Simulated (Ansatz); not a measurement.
# GeNH (singlet): from Hartree-Fock to the top rungs at angle Ge1–N2–H3 = 91.3°, cc-pVDZ

One table from this session's results is given with a row withheld; the runs are named, their logs left out.

The runs use Ansatz 0.2.0, Gaussian basis; cc-pVDZ, core rule «outside noble gas», up to 15 orbitals frozen.

Plan: UHF; CCSD(T) on RHF; CCSD(T) on UHF; BCCD(T) on RHF; CISD; CCSDT(Q) on RHF; CCSDT(Q) on UHF; CCSDTQ on RHF; CASSCF and MRCISD+Q, 2 electrons in 2 orbitals; CASSCF and NEVPT2, 2 electrons in 2 orbitals; CASSCF and MRCISD+Q, 10 electrons in 9 orbitals; CASSCF and MRCISD+Q(relaxed), 10 electrons in 9 orbitals; CASSCF and NEVPT2, 10 electrons in 9 orbitals.

**What is computed**

The geometry derives from a PBE0/def2-TZVP stationary point (not a proven minimum). One angle is set to the value named; bond lengths are kept. No spin-orbit coupling is included. The filled d shell of Ge may be among the frozen orbitals whatever the setting's name suggests; the logs give the count.

3 atoms, charge 0, spin multiplicity 1.

Atoms are counted from 1 here; the program's logs count them from 0.

Bond lengths: Ge1–N2 1.644 Å, Ge1–H3 1.945 Å, N2–H3 1.003 Å. Angles: N2–Ge1–H3 31.0°, Ge1–N2–H3 91.3°, Ge1–H3–N2 57.7°.

Set-up of the first run:

File in.yaml:

```yaml
crystal:
  periodic: [false, false, false]
  atoms:
    - {symbol: Ge, position_ang: [0.188843, 0.000000, 0.209667]}
    - {symbol: N, position_ang: [-0.960665, 0.000000, -0.966224]}
    - {symbol: H, position_ang: [-0.259752, 0.000000, -1.683224]}
basis:
  gaussian: {orbitals: cc-pVDZ}
magnetization: {spin_polarized: true, initial_magnetization: 0}
hamiltonian: {xc: hf}
output: {orbitals: {seedname: orbitals}}
```

The run is started by

```console
ansatz run in.yaml --threads 1 --pin off --events-out ev --progress --plain --max-ram 2816MiB --backend cpu
```

Among the steps run: UHF; CCSD(T) on RHF; CCSD(T) on UHF; BCCD(T) on RHF; CISD; CCSDT(Q) on RHF; CCSDT(Q) on UHF; CCSDTQ on RHF; CASSCF and MRCISD+Q, 2 electrons in 2 orbitals; CASSCF and NEVPT2, 2 electrons in 2 orbitals; CASSCF and MRCISD+Q, 10 electrons in 9 orbitals; CASSCF and MRCISD+Q(relaxed), 10 electrons in 9 orbitals; CASSCF and NEVPT2, 10 electrons in 9 orbitals.

One of the session's tables, all rows but one given; the rest of the session is left out.

It belongs to the step «Misses and costs». 

```
                   method  from RCCSDTQ (kcal/mol)
                      RHF                        ?
                      UHF                  +173.42
                     RMP2                   +16.07
                    RCCSD                    +8.39
                 RCCSD(T)                    +1.10
                  BCCD(T)                    +1.06
                   RCCSDT                    +0.73
                RCCSDT(Q)                    -0.18
                  RCCSDTQ                        0
              CASSCF pair                  +156.13
              NEVPT2 pair                   +17.51
              MRCISD pair                   +17.67
            MRCISD+Q pair                    +3.61
           CASSCF valence                   +90.95
           NEVPT2 valence                   +24.82
           MRCISD valence                    +6.91
         MRCISD+Q valence                    +1.81
MRCISD+Q(relaxed) valence                    -0.27
```

Estimate the missing values for RHF.

As computed: from RCCSDTQ (kcal/mol): +173.96. In the column «from RCCSDTQ (kcal/mol)» it is the highest.
